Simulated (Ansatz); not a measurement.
# Cl: the cost of one run

Computed with Ansatz 0.2.0 (DFT r2SCAN, scalar-relativistic, plane waves, PAW, unless a step's input says otherwise).

## 1. The structure to begin with

It takes space group P6/mmm (No. 191, hexagonal). Conventional cell: a = 3.294 Å, b = 3.294 Å, c = 3.077 Å, α = 90.00°, β = 90.00°, γ = 120.00°. Cl (site symmetry 6/mmm) is surrounded by 8 Cl at 3.08 to 3.29 Å.

As a file:

```
Cl
1.0
     3.29361    0.00000    0.00000
    -1.64681    2.85235    0.00000
     0.00000    0.00000    3.07747
Cl
1
Direct
  0.00000 0.00000 0.00000
```

This is candidate A: simple hexagonal type (P6/mmm, No. 191).

(A quick probe on a coarse mesh, which set the mesh and smearing, is not shown.)

## 3. A loose first relaxation (candidate A)

Contents of input.yaml:

```yaml
crystal:
  lattice:
    - [3.2936102132, 0.0, 0.0]
    - [-1.6468051066, 2.8523501148, 0.0]
    - [0.0, 0.0, 3.077467043]
  atoms:
    - { symbol: Cl, position: [0.0, 0.0, 0.0] }
basis:
  ecutwfc: 500
kpoints:
  mp_grid: { grid: [6, 6, 6] }
hamiltonian:
  xc: r2scan
scf:
  occupations: { method: gaussian, width: 0.1 }
  lower_state_search: "off"
output:
  forces: true
  stress: true
  eigenvalues: true
relax:
  adjacent_minimum: "off"
  f_tol: 0.04
  max_steps: 70
  cell: { stress_tol: 0.4 }
```

**Question.** How long does this run take on 1 thread of an x86-64 CPU, shared host, and how much memory does it need?

About 11 s, with a peak of 0.43 GiB.
